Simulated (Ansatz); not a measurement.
**C₃H₉NSi: one species, many methods**

An exercise on one series of results from a longer session: the logs are not shown, and one member is left open.

The runs use Ansatz 0.2.0, Gaussian basis; functionals in def2-TZVPP, the program's frozen cores in correlated methods.

Plan: LDA (SPW92), PBE-D4, revPBE-D4, BLYP-D4, r2SCAN-D4, B97M-V, PBE0-D4, B3LYP-D4, r2SCANh-D4, r2SCAN0-D4, HSE06-D4, BHLYP-D4, CAM-B3LYP-D4, LC-ωPBE, ωB97X-V, ωB97M-V, B2PLYP, PBE-QIDH; CCSD(T)/def2-SVP; CCSD(T)/def2-TZVPP; MP2/def2-QZVPP; extrapolation to the limit; RPA on PBE.

## The relaxed structure

An earlier PBE0-D4 in a triple-zeta def2 set relaxation fixed the geometry.

SMILES `CNC1C[SiH2]1`, 14 atoms, charge 0, spin multiplicity 1.

Atoms are counted from 1 here; the program's logs count them from 0.

Bond lengths: C1–N2 1.449 Å, C1–H6 1.092 Å, C1–H7 1.093 Å, C1–H8 1.102 Å, N2–C3 1.431 Å, N2–H9 1.010 Å, C3–C4 1.543 Å, C3–Si5 1.858 Å, C3–H10 1.097 Å, C4–Si5 1.847 Å, C4–H11 1.085 Å, C4–H12 1.086 Å, Si5–H13 1.477 Å, Si5–H14 1.479 Å. Angles: N2–C1–H6 109.8°, N2–C1–H7 109.4°, N2–C1–H8 113.7°, H6–C1–H7 107.7°, H6–C1–H8 108.5°, H7–C1–H8 107.5°, C1–N2–C3 113.5°, C1–N2–H9 110.7°, C3–N2–H9 110.5°, N2–C3–C4 115.0°, N2–C3–Si5 119.4°, N2–C3–H10 116.7°, C4–C3–Si5 65.0°, C4–C3–H10 112.8°, Si5–C3–H10 117.1°, C3–C4–Si5 65.8°, C3–C4–H11 117.1°, C3–C4–H12 114.2° and more.

Set-up of the first run:

Input file in.yaml:

```yaml
crystal:
  periodic: [false, false, false]
  atoms:
    - {symbol: C, position_ang: [-1.716956, 0.895330, 0.586416]}
    - {symbol: N, position_ang: [-0.358968, 1.024779, 0.099009]}
    - {symbol: C, position_ang: [0.126888, -0.152115, -0.555038]}
    - {symbol: C, position_ang: [0.644023, -1.256488, 0.389682]}
    - {symbol: Si, position_ang: [1.957873, -0.460047, -0.635782]}
    - {symbol: H, position_ang: [-2.034729, 1.832569, 1.048243]}
    - {symbol: H, position_ang: [-1.755660, 0.116726, 1.352271]}
    - {symbol: H, position_ang: [-2.444565, 0.627162, -0.196935]}
    - {symbol: H, position_ang: [-0.272659, 1.828548, -0.507080]}
    - {symbol: H, position_ang: [-0.482784, -0.546456, -1.377579]}
    - {symbol: H, position_ang: [0.321477, -2.272114, 0.186607]}
    - {symbol: H, position_ang: [0.614469, -0.991937, 1.442429]}
    - {symbol: H, position_ang: [2.874826, 0.510474, -0.005283]}
    - {symbol: H, position_ang: [2.513864, -1.185832, -1.798258]}
basis:
  gaussian: {orbitals: def2-TZVPP}
hamiltonian: {xc: lda}
output: {orbitals: {seedname: orbitals}}
```

Steps of the session up to this table: LDA; PBE-D4 (GGA); revPBE-D4 (GGA); BLYP-D4 (GGA); r2SCAN-D4 (meta-GGA); B97M-V (meta-GGA); PBE0-D4 (hybrid); B3LYP-D4 (hybrid); r2SCANh-D4 (hybrid); r2SCAN0-D4 (hybrid); HSE06-D4 (hybrid); BHLYP-D4 (hybrid); CAM-B3LYP-D4 (range-separated); LC-ωPBE (range-separated); ωB97X-V (range-separated); ωB97M-V (range-separated); B2PLYP (double hybrid); PBE-QIDH (double hybrid).

One of the session's tables, all rows but one given; the rest of the session is left out.

It belongs to the step «Orbital energies across the functionals». 

```
  functional  HOMO (eV)  LUMO (eV)  gap (eV)
 LDA (SPW92)      -5.11      -0.73      4.38
      PBE-D4      -5.00      -0.55      4.45
   revPBE-D4      -4.95      -0.47      4.48
     BLYP-D4      -4.89      -0.46      4.43
   r2SCAN-D4      -5.24      -0.23      5.00
      B97M-V      -5.41      -0.42      4.99
     PBE0-D4      -6.28       0.26      6.53
    B3LYP-D4      -6.07       0.02      6.09
  r2SCANh-D4      -5.72       0.05      5.77
  r2SCAN0-D4          ?          ?         ?
    HSE06-D4      -5.88      -0.11      5.76
    BHLYP-D4      -7.42       1.04      8.46
CAM-B3LYP-D4      -7.62       1.18      8.80
     LC-ωPBE      -8.93       2.30     11.23
     ωB97X-V      -8.62       2.17     10.79
     ωB97M-V      -8.53       1.86     10.39
```

Estimate the missing values for r2SCAN0-D4.

Worked estimate for «HOMO (eV)». Against the share of exact exchange, r2SCAN-D4 (0, -5.24), r2SCANh-D4 (0.1, -5.72) give a slope of -4.80 per unit share; at 0.25 the line stands at -6.44.

**Answer.** HOMO (eV): -6.44; LUMO (eV): 0.46; gap (eV): 6.89. In «HOMO (eV)» the line misses by 0.00.
